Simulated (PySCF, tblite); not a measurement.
**C₄H₁₁NO₃Si: geometry, infrared bands and NMR shifts**

Aim: predict the infrared bands and NMR shifts of C₄H₁₁NO₃Si (`C[C@@H](OC=O)O[Si@H](C)N`).

Computed with tblite 0.8.0 and PySCF 2.14.0, with density-fitted response routines of our own, on a single molecule in the gas phase. Atoms are numbered from 0 throughout.

### Step 1. Starting geometry

20 atoms, charge 0, multiplicity 1; geometry from: force field or distance geometry start.

Bonds of the start (Å): C0–C1 1.53, C1–O2 1.43, O2–C3 1.39, C3–O4 1.25, C1–O5 1.38, O5–Si6 1.69, Si6–C7 1.88, Si6–N8 1.79, C0–H9 1.10, C0–H10 1.12, C0–H11 1.11, C1–H12 1.08, C3–H13 1.11, Si6–H14 1.49, C7–H15 1.11, C7–H16 1.12, C7–H17 1.11, N8–H18 1.05, N8–H19 1.05.

### Step 2. Geometry optimisation with GFN2-xTB

What the job is given:

```
{"job": {"kind": "relax", "xc": "GFN2-xTB", "basis": "xTB"}, "charge": 0, "multiplicity": 1}
C      2.073600     1.615000    -0.086700
C      1.143300     0.405800    -0.134300
O      2.037600    -0.714000    -0.115200
C      2.019500    -1.545500    -1.231200
O      1.273700    -1.381600    -2.214700
O      0.324900     0.329400     0.979900
Si    -1.334700     0.372100     0.662300
C     -2.284800    -0.923300     1.633900
N     -1.683700     0.077600    -1.065600
H      3.024900     1.296100    -0.526400
H      2.235500     1.896100     0.983400
H      1.648500     2.472800    -0.654900
H      0.536000     0.473200    -1.019600
H      2.693300    -2.426600    -1.257100
H     -1.924500     1.679300     1.048600
H     -3.379600    -0.733300     1.643600
H     -1.948500    -0.829400     2.694500
H     -2.036000    -1.955300     1.298500
H     -2.371300     0.792800    -1.423100
H     -2.053000    -0.890700    -1.219100
```

Launch:

```console
$ OMP_NUM_THREADS=1 python probes_run.py task.json out
```

One launch serves the whole session: the jobs run in the order shown.

**Question.** This job is followed by: GFN2-xTB harmonic vibrations, gas phase; GIAO PBE0/pcSseg-1 NMR shielding, non-relativistic, gas phase. What will the session give for the following? strongest single infrared mode (GFN2-xTB); zero-point energy (GFN2-xTB); 13C shifts against TMS (PBE0/pcSseg-1); 1H shifts against TMS (PBE0/pcSseg-1, means over atoms taken as alike); 17O shifts against H2O (PBE0/pcSseg-1); 29Si shifts against TMS (PBE0/pcSseg-1); 15N shifts against NH3 (PBE0/pcSseg-1); surface potential, 1st and 99th percentile.

**Answer**, as computed:

| quantity | value |
| --- | --- |
| strongest single infrared mode (GFN2-xTB) | 1787 cm⁻¹, 458 km/mol |
| zero-point energy (GFN2-xTB) | 96.4 kcal/mol |
| 13C shifts against TMS (PBE0/pcSseg-1) | 166.8, 91.3, 24.2, 4.1 ppm |
| 1H shifts against TMS (PBE0/pcSseg-1, means over atoms taken as alike) | 8.16, 6.62, 5.23, 1.52, 1.23, 0.06 ppm |
| 17O shifts against H2O (PBE0/pcSseg-1) | 430.2, 272.9, 93.9 ppm |
| 29Si shifts against TMS (PBE0/pcSseg-1) | -11.5 ppm |
| 15N shifts against NH3 (PBE0/pcSseg-1) | 19.5 ppm |
| surface potential, 1st and 99th percentile | -1.31 V and 1.37 V |

In words: The optimisation took 135 steps and gained 1.108 eV; among the close pairs (by a distance rule), O2–C3 changed most, from 1.392 to 1.316 Å. All 54 modes are real, so the xTB geometry is a minimum. The strongest single mode, at 1787 cm⁻¹, moves mainly C3 and O4. GFN2-xTB is a fitted tight-binding method: band positions and strengths are rough. Its intensities can rank the bands wrongly. At PBE0/pcSseg-1: Shielding is most anisotropic at O4 (span 672 ppm, paramagnetic term -499 ppm).
